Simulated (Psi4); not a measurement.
**C4H14N2Si (SMILES CN(C)[SiH2]N(C)C): levels of theory compared**

We compute a comparison of 3 runs (M06-L/def2-SVP, TPSS/def2-SVP, r2SCAN/def2-SVP) of C4H14N2Si. 

Program for the calculation: Psi4 1.11.

### Step 1. The system as given

C4H14N2Si has 21 atoms, charge 0, and is taken as a singlet. As SMILES, `CN(C)[SiH2]N(C)C`. The shape is that of a PBE0-D4/def2-TZVP optimisation. This is one conformer, not always the lowest.

Some bond lengths: C1–N2 1.439 Å, N2–C3 1.441 Å, N2–Si4 1.714 Å, Si4–N5 1.714 Å, N5–C6 1.439 Å, N5–C7 1.441 Å, C1–H8 1.100 Å, C1–H9 1.092 Å, C1–H10 1.099 Å, C3–H11 1.092 Å, C3–H12 1.098 Å, C3–H13 1.100 Å, Si4–H14 1.494 Å, Si4–H15 1.494 Å, C6–H16 1.099 Å, C6–H17 1.100 Å. Some angles: C1–N2–C3 113.9°, C1–N2–Si4 123.6°, C3–N2–Si4 121.3°, N2–Si4–N5 109.5°, Si4–N5–C6 123.6°, Si4–N5–C7 121.3°, C6–N5–C7 113.9°, N2–C1–H8 112.3°, N2–C1–H9 110.4°, N2–C1–H10 110.9°.

### Step 2. A single-point energy at M06-L/def2-SVP (run 1)

File c4h14n2si.inp:

```
memory 1600 MB

molecule m {
  0 1
  C      1.061960    -1.916750    -1.628160
  N      0.400570    -0.742520    -1.123120
  C      0.601640     0.434280    -1.930070
  Si    -0.781910    -0.779030     0.116660
  N     -0.570940     0.572760     1.148560
  C     -1.662270     1.318740     1.717630
  C      0.710850     0.873280     1.734350
  H      0.700660    -2.201840    -2.627050
  H      0.897470    -2.763070    -0.958680
  H      2.145370    -1.753060    -1.707170
  H      0.107140     1.294450    -1.473900
  H      1.670160     0.672350    -2.018730
  H      0.205720     0.311870    -2.948790
  H     -0.587450    -2.122430     0.740340
  H     -2.204240    -0.658920    -0.323860
  H     -1.496600     2.399410     1.610240
  H     -1.793680     1.113080     2.790020
  H     -2.597140     1.069760     1.212130
  H      1.497590     0.304170     1.234690
  H      0.743470     0.633920     2.807280
  H      0.951650     1.939540     1.627610
  units angstrom
  symmetry c1
  no_reorient
  no_com
}

set globals {
  basis                def2-SVP
  puream               true
  e_convergence        1e-09
  d_convergence        1e-08
  scf_type             direct
  dft_radial_points    99
  dft_spherical_points 590
}

e_tot, wfn = energy("m06-l", return_wfn=True)
print_variables()
```

The run is started by

```bash
$ psi4 -n 1 c4h14n2si.inp c4h14n2si.out
```

c4h14n2si.out:

```text
[...]
  Running in c1 symmetry.
[...]
  Nuclear repulsion =  414.580952188058120
[...]
  Multiplicity = 1
[...]
  Nalpha       = 33
  Nbeta        = 33
[...]
    Number of basis functions: 172
[...]
   @DF-RKS iter   1:  -558.87845026543152   -7.03042e-02   6.37225e-03 DIIS/ADIIS
[...]
   @RKS iter  18:  -559.53833144728378   -3.29692e-12   4.83715e-09 DIIS
[...]
    Orbital Energies [Eh]
    ---------------------
    Doubly Occupied:
       1A    -65.813288     2A    -14.156281     3A    -14.156276
       4A    -10.079182     5A    -10.079165     6A    -10.078873
       7A    -10.078868     8A     -5.246097     9A     -3.557538
      10A     -3.556974    11A     -3.555997    12A     -0.860717
      13A     -0.847054    14A     -0.660590    15A     -0.659066
      16A     -0.595549    17A     -0.568684    18A     -0.486132
      19A     -0.434923    20A     -0.421821    21A     -0.418513
      22A     -0.409352    23A     -0.402796    24A     -0.377560
      25A     -0.350973    26A     -0.349591    27A     -0.332955
      28A     -0.331946    29A     -0.311545    30A     -0.310857
      31A     -0.295571    32A     -0.190967    33A     -0.187010
[...]
  @RKS Final Energy:  -559.53833144728378
   => Energetics <=
    Nuclear Repulsion Energy =            414.5809521880581201
    One-Electron Energy =               -1587.9331666688310634
    Two-Electron Energy =                 675.5974134388936818
    DFT Exchange-Correlation Energy =     -61.7835304054044627
    Empirical Dispersion Energy =           0.0000000000000000
    VV10 Nonlocal Energy =                  0.0000000000000000
    Total Energy =                       -559.5383314472837810
[...]
 Multipole Moments:
 ------------------------------------------------------------------------------------
     Multipole            Electronic (a.u.)      Nuclear  (a.u.)        Total (a.u.)
 ------------------------------------------------------------------------------------
 L = 1.  Multiply by 2.5417464519 to convert [e a0] to [Debye]
 Dipole X            :         14.6649482          -14.4112971            0.2536511
 Dipole Y            :         14.6112321          -14.3585359            0.2526962
 Dipole Z            :         -2.1882544            2.1504138           -0.0378405
 Magnitude           :                                                    0.3600363
[...]
```

Wall time 2.9 min (1 thread of Intel Xeon 6975P-C (Granite Rapids), shared host); peak memory 1.5 GiB.

### Step 3. Energy and gradient at TPSS/def2-SVP (run 2)

File c4h14n2si.py:

```python
import psi4

psi4.set_memory('1600 MB')
psi4.set_num_threads(1)
psi4.core.set_output_file('output.dat', False)

mol = psi4.geometry("""
C      1.061960    -1.916750    -1.628160
N      0.400570    -0.742520    -1.123120
C      0.601640     0.434280    -1.930070
Si    -0.781910    -0.779030     0.116660
N     -0.570940     0.572760     1.148560
C     -1.662270     1.318740     1.717630
C      0.710850     0.873280     1.734350
H      0.700660    -2.201840    -2.627050
H      0.897470    -2.763070    -0.958680
H      2.145370    -1.753060    -1.707170
H      0.107140     1.294450    -1.473900
H      1.670160     0.672350    -2.018730
H      0.205720     0.311870    -2.948790
H     -0.587450    -2.122430     0.740340
H     -2.204240    -0.658920    -0.323860
H     -1.496600     2.399410     1.610240
H     -1.793680     1.113080     2.790020
H     -2.597140     1.069760     1.212130
H      1.497590     0.304170     1.234690
H      0.743470     0.633920     2.807280
H      0.951650     1.939540     1.627610
units angstrom
symmetry c1
""")

options = {'basis': 'def2-SVP', 'puream': True, 'e_convergence': 1e-09, 'd_convergence': 1e-08, 'scf_type': 'direct', 'dft_radial_points': 99, 'dft_spherical_points': 590}
psi4.set_options(options)

E = psi4.gradient('tpss')
print('gradient / Eh bohr^-1')
print(E.np.round(6))
```

The run is started by

```bash
$ python c4h14n2si.py
```

output.dat:

```text
[...]
  Running in c1 symmetry.
[...]
  Nuclear repulsion =  414.580952188058120
[...]
  Multiplicity = 1
[...]
  Nalpha       = 33
  Nbeta        = 33
[...]
    Number of basis functions: 172
[...]
   @DF-RKS iter   1:  -558.88700571729851    1.14665e-01   6.95799e-03 ADIIS/DIIS
[...]
   @RKS iter  17:  -559.65569135547889   -9.54969e-12   9.83955e-09 DIIS
[...]
    Orbital Energies [Eh]
    ---------------------
    Doubly Occupied:
       1A    -65.672084     2A    -14.088420     3A    -14.088416
       4A    -10.021842     5A    -10.021825     6A    -10.021686
       7A    -10.021681     8A     -5.111083     9A     -3.490469
      10A     -3.489921    11A     -3.488987    12A     -0.832504
      13A     -0.818830    14A     -0.647446    15A     -0.645777
      16A     -0.583532    17A     -0.556115    18A     -0.478838
      19A     -0.430552    20A     -0.416445    21A     -0.412870
      22A     -0.404408    23A     -0.397948    24A     -0.373593
      25A     -0.349121    26A     -0.347491    27A     -0.330710
      28A     -0.329772    29A     -0.308801    30A     -0.308684
      31A     -0.291877    32A     -0.184947    33A     -0.180955
[...]
  @RKS Final Energy:  -559.65569135547889
   => Energetics <=
    Nuclear Repulsion Energy =            414.5809521880581201
    One-Electron Energy =               -1587.8359270818064033
    Two-Electron Energy =                 675.4668567012359972
    DFT Exchange-Correlation Energy =     -61.8675731629665151
    Empirical Dispersion Energy =           0.0000000000000000
    VV10 Nonlocal Energy =                  0.0000000000000000
    Total Energy =                       -559.6556913554788935
[...]
 Multipole Moments:
 ------------------------------------------------------------------------------------
     Multipole            Electronic (a.u.)      Nuclear  (a.u.)        Total (a.u.)
 ------------------------------------------------------------------------------------
 L = 1.  Multiply by 2.5417464519 to convert [e a0] to [Debye]
 Dipole X            :         -1.6601122            1.9302845            0.2701723
 Dipole Y            :         -1.6540504            1.9232066            0.2691562
 Dipole Z            :          0.2477689           -0.2880740           -0.0403051
 Magnitude           :                                                    0.3834874
[...]
  -Total Gradient:
     Atom            X                  Y                   Z
    ------   -----------------  -----------------  -----------------
       1       -0.001613457362     0.002382039985     0.000606469481
       2       -0.004870301181     0.000011420097     0.002107670439
       3       -0.000288128152    -0.002444602562     0.001626070378
       4        0.011479258980     0.011431083071    -0.001713105090
       5       -0.000264596791    -0.005123400423    -0.001340386250
       6        0.002269759940    -0.001721969937    -0.000703721141
       7       -0.002656475681    -0.000493409197    -0.001190249104
       8        0.002250663161     0.002452763793     0.007404209787
       9        0.001154123797     0.006119656626    -0.004717817895
      10       -0.007881587779    -0.000702171728     0.000919265906
      11        0.003614443974    -0.005881005527    -0.003460904461
      12       -0.007601917315    -0.002004018638     0.001037851057
[...]
```

On the terminal:

```text
gradient / Eh bohr^-1
[[-1.6130e-03  2.3820e-03  6.0600e-04]
 [-4.8700e-03  1.1000e-05  2.1080e-03]
 [-2.8800e-04 -2.4450e-03  1.6260e-03]
 [ 1.1479e-02  1.1431e-02 -1.7130e-03]
 [-2.6500e-04 -5.1230e-03 -1.3400e-03]
 [ 2.2700e-03 -1.7220e-03 -7.0400e-04]
 [-2.6560e-03 -4.9300e-04 -1.1900e-03]
 [ 2.2510e-03  2.4530e-03  7.4040e-03]
 [ 1.1540e-03  6.1200e-03 -4.7180e-03]
 [-7.8820e-03 -7.0200e-04  9.1900e-04]
 [ 3.6140e-03 -5.8810e-03 -3.4610e-03]
 [-7.6020e-03 -2.0040e-03  1.0380e-03]
 [ 2.6600e-03  4.8100e-04  7.7060e-03]
 [ 1.7200e-04  2.3520e-03 -2.6700e-04]
 [ 2.3660e-03  1.7600e-04 -1.1100e-04]
 [-7.7100e-04 -7.9160e-03  3.7200e-04]
 [ 1.3140e-03  1.0970e-03 -7.9380e-03]
 [ 6.7460e-03  1.7470e-03  3.5420e-03]
 [-5.3320e-03  4.1740e-03  3.7180e-03]
 [-6.8500e-04  1.4840e-03 -7.9990e-03]
 [-2.0790e-03 -7.6370e-03  4.0500e-04]]
```

Run time: 3.5 min. Hardware: 1 thread of Intel Xeon 6975P-C (Granite Rapids), shared host; peak memory 1.4 GiB.

### Step 4. Energy and gradient at r2SCAN/def2-SVP (run 3)

File input.json:

```json
{
  "schema_name": "qcschema_input",
  "schema_version": 1,
  "molecule": {
    "schema_name": "qcschema_molecule",
    "schema_version": 2,
    "symbols": ["C", "N", "C", "Si", "N", "C", "C", "H", "H", "H", "H", "H", "H", "H", "H", "H", "H", "H", "H", "H", "H"],
    "geometry": [2.00681356, -3.62213255, -3.07677649, 0.75696759, -1.40315944, -2.12238921, 1.13693483, 0.82067026, -3.6473037, -1.47759575, -1.47215334, 0.22045545, -1.07892023, 1.08235954, 2.17046384, -3.14123505, 2.49205743, 3.24585028, 1.34331182, 1.65026003, 3.2774465, 1.32405551, -4.16087457, -4.96440502, 1.69597251, -5.22144556, -1.81164264, 4.05416174, -3.31280328, -3.22608375, 0.20246526, 2.44615598, -2.78526734, 3.15614498, 1.27055736, -3.81484682, 0.38875446, 0.58934889, -5.5724055, -1.11011961, -4.01081142, 1.39903984, -4.16540991, -1.24517834, -0.6120067, -2.82816412, 4.53422776, 3.04291259, -3.38956396, 2.10341635, 5.27237368, -4.90788331, 2.02155342, 2.29059373, 2.83003495, 0.574798, 2.33322595, 1.40495468, 1.19793518, 5.30499036, 1.79835787, 3.66519941, 3.07573714],
    "molecular_charge": 0,
    "molecular_multiplicity": 1,
    "fix_symmetry": "c1",
    "fix_com": true,
    "fix_orientation": true
  },
  "driver": "gradient",
  "model": {
    "method": "r2scan",
    "basis": "def2-SVP"
  },
  "keywords": {
    "puream": true,
    "e_convergence": 1e-09,
    "d_convergence": 1e-08,
    "scf_type": "direct",
    "dft_radial_points": 99,
    "dft_spherical_points": 590,
    "scf_properties": ["WIBERG_LOWDIN_INDICES", "QUADRUPOLE", "DIPOLE"]
  }
}
```

The run is started by

```bash
$ psi4 --qcschema input.json -n 1 --memory 1600MB
```

stdout:

```text
[...]
  Running in c1 symmetry.
[...]
  Nuclear repulsion =  414.580952335664222
[...]
  Multiplicity = 1
[...]
  Nalpha       = 33
  Nbeta        = 33
[...]
    Number of basis functions: 172
[...]
   @DF-RKS iter   1:  -558.68959365629280    7.49994e-02   6.59653e-03 DIIS/ADIIS
[...]
   @RKS iter  17:  -559.38178658550032   -8.41283e-12   9.40879e-09 DIIS
[...]
    Orbital Energies [Eh]
    ---------------------
    Doubly Occupied:
       1A    -65.820016     2A    -14.150336     3A    -14.150331
       4A    -10.067009     5A    -10.066990     6A    -10.066663
       7A    -10.066658     8A     -5.205130     9A     -3.550537
      10A     -3.550145    11A     -3.549389    12A     -0.860560
      13A     -0.846911    14A     -0.666660    15A     -0.664933
      16A     -0.599136    17A     -0.571567    18A     -0.490368
      19A     -0.441421    20A     -0.427034    21A     -0.423578
      22A     -0.414745    23A     -0.407741    24A     -0.379944
      25A     -0.354974    26A     -0.353215    27A     -0.336898
      28A     -0.335837    29A     -0.315771    30A     -0.314907
      31A     -0.294905    32A     -0.190791    33A     -0.186298
[...]
  @RKS Final Energy:  -559.38178658550032
   => Energetics <=
    Nuclear Repulsion Energy =            414.5809523356642217
    One-Electron Energy =               -1587.8169269692268699
    Two-Electron Energy =                 675.4138222343915459
    DFT Exchange-Correlation Energy =     -61.5596341863293262
    Empirical Dispersion Energy =           0.0000000000000000
    VV10 Nonlocal Energy =                  0.0000000000000000
    Total Energy =                       -559.3817865855003220
[...]
 Multipole Moments:
 ------------------------------------------------------------------------------------
     Multipole            Electronic (a.u.)      Nuclear  (a.u.)        Total (a.u.)
 ------------------------------------------------------------------------------------
 L = 1.  Multiply by 2.5417464519 to convert [e a0] to [Debye]
 Dipole X            :         14.6804194          -14.4112970            0.2691224
 Dipole Y            :         14.6266448          -14.3585359            0.2681089
 Dipole Z            :         -2.1905618            2.1504138           -0.0401481
 Magnitude           :                                                    0.3819963
 L = 2.  Multiply by 1.3450342976 to convert [e a0^2] to [Debye ang]
 Quadrupole XX       :       -291.4399719          251.2702379          -40.1697340
 Quadrupole XY       :         89.2553966          -90.2347097           -0.9793131
[...]
  -Total Gradient:
     Atom            X                  Y                   Z
    ------   -----------------  -----------------  -----------------
       1        0.000746302006    -0.002091230919    -0.000828601449
       2       -0.005073989586     0.000268517508     0.003213026563
       3        0.000395957826     0.002075512634    -0.001363100342
       4        0.007127927617     0.007095861689    -0.001063884810
       5       -0.000172543995    -0.005491648954    -0.002429024418
       6       -0.001959014623     0.000889507561     0.001009814599
       7        0.002251244859     0.000557234136     0.000964949411
       8        0.001628814176     0.002109367388     0.005931521319
       9        0.000577061162     0.004982938675    -0.003352500301
      10       -0.006273189598    -0.000337121815     0.000833546851
      11        0.002759173218    -0.004977700292    -0.002660900366
      12       -0.006015732923    -0.001791231792     0.000919491118
[...]
```

It took 3.2 min on 1 thread of Intel Xeon 6975P-C (Granite Rapids), shared host; peak memory 1.5 GiB.

### Step 5. The series

| run | level | task | energy (Eh) | dipole moment (D) | HOMO energy (eV) | LUMO energy (eV) | wall time |
| --- | --- | --- | --- | --- | --- | --- | --- |
| 1 | M06-L/def2-SVP | energy | -559.538331 | 0.92 | -5.09 | 1.50 | 2.9 min |
| 2 | TPSS/def2-SVP | gradient | -559.655691 | 0.97 | -4.92 | 1.06 | 3.5 min |
| 3 | r2SCAN/def2-SVP | gradient | -559.381787 | 0.97 | -5.07 | 1.30 | 3.2 min |

### Step 6. What came out

```
                       quantity          value
            run 3: total energy  -559.38179 Eh
           run 3: dipole moment         0.97 D
             run 3: HOMO energy       -5.07 eV
             run 3: LUMO energy        1.30 eV
           run 3: HOMO–LUMO gap        6.37 eV
run 3: largest force on an atom     0.520 eV/Å
```

**Reading.** The dipole moment (its size) runs from 0.92 D (M06-L/def2-SVP) to 0.97 D (TPSS/def2-SVP). The HOMO–LUMO gap runs from 5.98 eV (TPSS/def2-SVP) to 6.59 eV (M06-L/def2-SVP). Totals of different functionals can't be ranked against each other. All runs together took 9.5 min, the longest 3.5 min.
